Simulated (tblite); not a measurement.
# C5H9AlOS: the cost of one run

Programs: tblite 0.8.0 and PySCF 2.14.0, with density-fitted response routines of our own. Each step states its level of theory. These are calculated values for one molecule in the gas phase, unless marked as measured. Atoms are numbered from 0 throughout.

## (1) Starting geometry

17 atoms, charge 0, multiplicity 1; geometry from: force field or distance geometry start.

Bonds of the start (Å): C0–O1 1.42, O1–Al2 1.84, Al2–C3 2.01, C3–C4 1.55, C4–C5 1.49, C5–C6 1.32, C6–S7 1.78, S7–C3 1.81, C0–H8 1.11, C0–H9 1.10, C0–H10 1.12, Al2–H11 1.60, C3–H12 1.11, C4–H13 1.11, C4–H14 1.10, C5–H15 1.10, C6–H16 1.09.

## (2) Relaxing the molecule with GFN2-xTB

Job settings and geometry (Å):

```
{"job": {"kind": "relax", "xc": "GFN2-xTB", "basis": "xTB"}, "charge": 0, "multiplicity": 1}
C      3.078300     0.063300     0.190200
O      2.478700     0.947000    -0.745700
Al     0.914200     0.203900    -1.369500
C     -0.812400     0.551600    -0.409900
C     -0.789700     0.042300     1.052900
C     -2.198500    -0.314200     1.375500
C     -2.984000    -0.492100     0.328600
S     -2.187300    -0.280100    -1.249100
H      3.330800    -0.912500    -0.278900
H      4.011400     0.517200     0.557700
H      2.409000    -0.084800     1.074700
H      0.916800    -0.720500    -2.672200
H     -1.008100     1.640200    -0.401300
H     -0.411100     0.834900     1.726900
H     -0.164300    -0.858500     1.154200
H     -2.548300    -0.421900     2.411000
H     -4.042500    -0.703900     0.438400
```

Launch:

```bash
$ OMP_NUM_THREADS=1 python probes_run.py task.json out
```

The driver reads the jobs from task.json and runs them one after another.

Q: Estimate the wall time of this first job on 1 thread of Arm Neoverse N1, shared host.

About 2.8 s.
